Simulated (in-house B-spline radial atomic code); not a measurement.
**Te⁴⁵⁺: ionisation energy by several methods**

Aim: the ionisation energy of Te⁴⁵⁺ by several methods, each as the difference of two self-consistent energies (Te⁴⁵⁺ and the next ion, [He] 2s2 2p2).

Method: scalar-relativistic (X2C), several functionals, spin-polarised; spherical all-electron atom at the radial basis limit. Code: in-house B-spline radial atomic code version 1.

## 1. Starting point

| Item | Value |
| --- | --- |
| element | tellurium (Z = 52) |
| charge | +45 |
| electrons | 7 |
| configuration | [He] 2s2 2p3 |
| nucleus | Fermi, rms radius 4.742 fm |

The outer shells:

[He] 2s2 2p3
```
[He] core
2s [↑↓]
2p [↑ ][↑ ][↑ ]
```

Where spins are not typed, each open shell is filled with up spins first.

## 2. PBEsol

Input settings:

```ini
Z = 52
electrons = 7.0
configuration = [He] 2s2 2p3
hamiltonian = x2c
method = pbesol
spin_polarised = True
nucleus = fermi
rms_radius = 4.7423
mass_number = 130
atomic_mass = 129.906222745
speed_of_light = 137.035999084
```

## 3. AM05

Changes to the settings of step 2:

```diff
@@ -4,3 +4,3 @@
 hamiltonian = x2c
-method = pbesol
+method = am05
 spin_polarised = True
```

## 4. r2SCAN

Changes to the settings of step 3:

```diff
@@ -4,3 +4,3 @@
 hamiltonian = x2c
-method = am05
+method = r2scan
 spin_polarised = True
```

The tabulated ionisation energy is 7714 ± 4 eV (tabulated theoretical; NIST Atomic Spectra Database). What does each method give, and which comes nearest?

The runs gave:

| method | rung | total energy (hartree) | ΔSCF (eV) | −ε highest (eV) | ΔSCF less tabulated (eV) |
| --- | --- | --- | --- | --- | --- |
| PBEsol | GGA | -4318.0242 | 7841.04 | 7727.44 (2p up) | +127.04 |
| AM05 | GGA | -4315.8163 | 7839.10 | 7725.56 (2p up) | +125.10 |
| r2SCAN | meta-GGA | -4320.6714 | 7854.88 | 7744.16 (2p up) | +140.88 |

What this shows: Against the tabulated ionisation energy, 7714 ± 4 eV (tabulated theoretical; NIST Atomic Spectra Database), the best here is AM05 (+125.10 eV) and the worst r2SCAN (+140.88 eV, or 1.8 %). All methods miss on the same side by much the same amount, which points to something that they share. Relativistic terms that these runs lack can be as large as the gaps between close methods, so the nearest may be so by luck. Spin-orbit coupling is left out. Open shells are averaged (over orientations, and over spins where the run is restricted), while tables refer to the lowest levels.

Members of this set that are not shown: 4 used exact exchange with fractional occupations of an open shell, which is unsound here.
